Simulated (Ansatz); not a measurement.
# Al2Ru: the cost of one run

Method: DFT PBEsol, scalar-relativistic, plane waves, PAW, in Ansatz 0.2.0.

28 further runs of the same task are left out: 28 set aside as unsound or not needed.

### Step 1. Starting point

Symmetry: I4/mmm, No. 139, tetragonal system. Conventional cell: a = 3.121 Å, b = 3.121 Å, c = 8.422 Å, α = 90.00°, β = 90.00°, γ = 90.00°. Al (site symmetry 4mm) has 5 Ru at 2.58 to 2.87 Å and 5 Al at 2.68 to 2.69 Å as nearest neighbours. Around Ru (site symmetry 4/mmm) lie 10 Al at 2.58 to 2.87 Å.

Coordinates:

```xyz
3
Lattice="-1.5606 1.5606 4.2110 1.5606 -1.5606 4.2110 1.5606 1.5606 -4.2110" Properties=species:S:1:pos:R:3 pbc="T T T"
Al    0.0000    0.0000    5.5508
Al    0.0000    0.0000    2.8713
Ru    0.0000    0.0000    0.0000
```

It goes back to an entry of the Materials Project, which need not be the stable form.

This cell was relaxed beforehand with the same method: volume 13.68 Å³/atom, gap on the mesh none (metal).

### Step 2. What is varied

The energy is mapped over volume and a fixed ferromagnetic moment.

- volume per atom: 7 values from 10.26 to 17.09 Å³
- total spin moment of the cell, held fixed: 9 values from 0.000 to 1.500 μB

Nothing else is relaxed (shape and fractional coordinates fixed). Points are written as (first, second).

### Step 3. Point (10.26 Å³, 0.938 μB)

The input, input.yaml:

```yaml
crystal:
  lattice:
    - [-1.4179163248, 1.4179163248, 3.8259392533]
    - [1.4179163248, -1.4179163248, 3.8259392533]
    - [1.4179163248, 1.4179163248, -3.8259392533]
  atoms:
    - { symbol: Al, position: [0.6590805105, 0.6590805105, 0.0] }
    - { symbol: Al, position: [0.3409194895, 0.3409194895, 0.0] }
    - { symbol: Ru, position: [0.0, 0.0, 0.0], spin: 0.938 }
basis:
  ecutwfc: 420
kpoints:
  mp_grid: { grid: [20, 20, 20] }
hamiltonian:
  xc: pbesol
  pseudopotentials: { kind: paw, azcp: { folder: soft_1 } }
scf:
  occupations: { method: gaussian, width: 0.15 }
  lower_state_search: "off"
output:
  forces: true
  stress: true
  eigenvalues: true
  populations: true
magnetization:
  spin_polarized: true
  initial_magnetization: 0.9375
  spin_locking: { lock_magnetization: hard }
```

Run with:

```sh
> ansatz run input.yaml --threads 4 --pin off --max-ram 8192MiB --backend cpu --events-out ev --progress --plain --runs-dir out
```

Q: Estimate wall time and peak memory on 4 threads of Arm Neoverse V2, shared host.

About 13 s, with a peak of 0.72 GiB.
